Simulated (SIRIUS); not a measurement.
Hf2Pd2Se2Br2O3:

```
Hf Pd Se Br O
1.0
     5.60663   -0.09346   -0.01409
     1.61393    5.33512    0.00251
     1.36916    1.91529    8.31543
Hf Pd Se Br O
2 2 2 2 3
Direct
  0.23317 0.65161 0.02284
  0.76683 0.34839 0.97716
  0.00000 0.50000 0.50000
  0.00000 0.00000 0.50000
  0.02419 0.33917 0.25331
  0.97581 0.66083 0.74669
  0.50000 0.50000 0.50000
  0.50000 0.00000 0.50000
  0.44792 0.35724 0.92101
  0.55208 0.64276 0.07899
  0.00000 0.00000 0.00000
```

The cell was built by a generator and needn't be a form met in nature.

| Quantity | Value |
| --- | --- |
| Program | SIRIUS 7.12.0 |
| Task | single point |
| Functional | PBE |
| Potentials or basis | PseudoDojo 0.4.1 PBE standard (scalar relativistic) |
| Cutoff | 1177 eV |
| Density cutoff | 4707 eV |
| k mesh | 5 × 5 × 4 |
| Occupations | fermi-dirac, width 0.05 eV |
| Spin | no spin polarisation |

On this cell: pressure -0.5 GPa; largest force 0.230 eV/Å; band gap on the k mesh none (metal or under the smearing width).

The same run follows on a disturbed copy (atoms moved at random, drawn with an rms of 0.05 Å):

```xyz
11
Lattice="5.6066 -0.0935 -0.0141 1.6139 5.3351 0.0025 1.3692 1.9153 8.3154" Properties=species:S:1:pos:R:3 pbc="T T T"
Hf    2.3702    3.5155    0.1525
Hf    6.1716    3.6340    8.0917
Pd    1.4923    3.5800    4.1398
Pd    0.6864    0.9447    4.1664
Se    1.0432    2.2441    2.1226
Se    7.6076    4.8706    6.1709
Br    4.2789    3.5706    4.1612
Br    3.5161    0.8655    4.1424
O     4.3267    3.6571    7.7020
O     4.2319    3.5513    0.6220
O    -0.0111    0.0323   -0.0082
```

Q: What changes?

A: The energy (extrapolated to zero smearing) moves by +7.9 meV/atom; pressure 0.0 GPa; largest force 1.113 eV/Å; band gap on the k mesh none (metal or under the smearing width).

Forces in eV/Å, atoms in the order of the input:
```
Hf   0.503  0.151  0.694
Hf   0.254  1.051  0.263
Pd   0.065  0.304  0.213
Pd  -0.022 -0.107 -0.127
Se  -0.005  0.201 -0.540
Se  -0.297 -0.286  0.358
Br   0.038 -0.157 -0.087
Br   0.035  0.112  0.007
O   -0.312 -0.612 -0.499
O   -0.337 -0.208 -0.256
O    0.078 -0.449 -0.025
```

Stress tensor (GPa, compression positive):
```
-0.01 -0.40  0.18
-0.40 -0.16  0.07
 0.18  0.07  0.10
```

Caveats: this set's palladium file may shift the pressure by some GPa.
